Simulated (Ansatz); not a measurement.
# Tl2WO4: the cost of one run

Computed with Ansatz 0.2.0 (DFT, PBE, plane-wave PAW, default files, scalar-relativistic, as far as a step names no other, unless a step's input says otherwise).

## Step 1: Starting point

The structure is trigonal, space group P-3m1 (No. 164). Conventional cell: a = 6.225 Å, b = 6.225 Å, c = 8.339 Å, α = 90.00°, β = 90.00°, γ = 120.00°. Tl (site symmetry 3m) is surrounded by 1 O at 2.40 Å. Tl (site symmetry -3m) has 6 O at 2.88 Å as nearest neighbours. Around Tl (site symmetry -3m) lie 6 O at 2.79 Å. Around W (site symmetry 3m) lie 4 O at 1.79 to 1.80 Å. O (site symmetry m) has 1 W at 1.79 Å as nearest neighbours. Around O (site symmetry 3m) lie 1 W at 1.80 Å and 1 Tl at 2.40 Å.

Structure file:

```cif
data_structure
_symmetry_space_group_name_H-M 'P 1'
_symmetry_Int_Tables_number 1
_cell_length_a 6.2254
_cell_length_b 6.2254
_cell_length_c 8.3386
_cell_angle_alpha 90.000
_cell_angle_beta 90.000
_cell_angle_gamma 120.000
_cell_volume 279.87
loop_
_atom_site_label
_atom_site_type_symbol
_atom_site_fract_x
_atom_site_fract_y
_atom_site_fract_z
_atom_site_occupancy
Tl1 Tl 0.33333 0.66667 0.82067 1
Tl2 Tl 0.66667 0.33333 0.17933 1
Tl3 Tl 0.00000 0.00000 0.50000 1
Tl4 Tl 0.00000 0.00000 0.00000 1
W1 W 0.33333 0.66667 0.31702 1
W2 W 0.66667 0.33333 0.68298 1
O1 O 0.82229 0.17771 0.75747 1
O2 O 0.82229 0.64458 0.75747 1
O3 O 0.35542 0.17771 0.75747 1
O4 O 0.64458 0.82229 0.24253 1
O5 O 0.17771 0.35542 0.24253 1
O6 O 0.17771 0.82229 0.24253 1
O7 O 0.66667 0.33333 0.46759 1
O8 O 0.33333 0.66667 0.53241 1
```

## Step 2: Single point at the given positions

Contents of input.yaml:

```yaml
crystal:
  lattice:
    - [6.2253562253, 0.0, 0.0]
    - [-3.1126781126, 5.3913166387, 0.0]
    - [0.0, 0.0, 8.33861967]
  atoms:
    - { symbol: Tl, position: [0.3333333333, 0.6666666667, 0.82067036] }
    - { symbol: Tl, position: [0.6666666667, 0.3333333333, 0.17932964] }
    - { symbol: Tl, position: [0.0, 0.0, 0.5] }
    - { symbol: Tl, position: [0.0, 0.0, 0.0] }
    - { symbol: W, position: [0.3333333333, 0.6666666667, 0.3170229] }
    - { symbol: W, position: [0.6666666667, 0.3333333333, 0.6829771] }
    - { symbol: O, position: [0.8222915433, 0.1777084567, 0.7574651] }
    - { symbol: O, position: [0.8222915433, 0.6445830867, 0.7574651] }
    - { symbol: O, position: [0.3554169133, 0.1777084567, 0.7574651] }
    - { symbol: O, position: [0.6445830867, 0.8222915433, 0.2425349] }
    - { symbol: O, position: [0.1777084567, 0.3554169133, 0.2425349] }
    - { symbol: O, position: [0.1777084567, 0.8222915433, 0.2425349] }
    - { symbol: O, position: [0.6666666667, 0.3333333333, 0.46759261] }
    - { symbol: O, position: [0.3333333333, 0.6666666667, 0.53240739] }
kpoints:
  mp_grid: { grid: [4, 4, 3] }
scf:
  occupations: { method: fermi_dirac, width: 0.02 }
hamiltonian:
  xc: pbe
  pseudopotentials: { kind: paw }
output:
  forces: true
  stress: true
  populations: true
  efg: { quadrupole_moments_barn: { O: -0.02558 }, contact_densities: true }
```

Started as:

```bash
ansatz run input.yaml --threads 1 --pin off --max-ram 2560MiB --backend cpu --events-out ev --progress --plain --runs-dir out
```

**Question.** How long does this run take on 1 thread of AMD EPYC 9R14 (Zen 4), shared host, and how much memory does it need?

About 11 s, with a peak of 0.7 GiB.
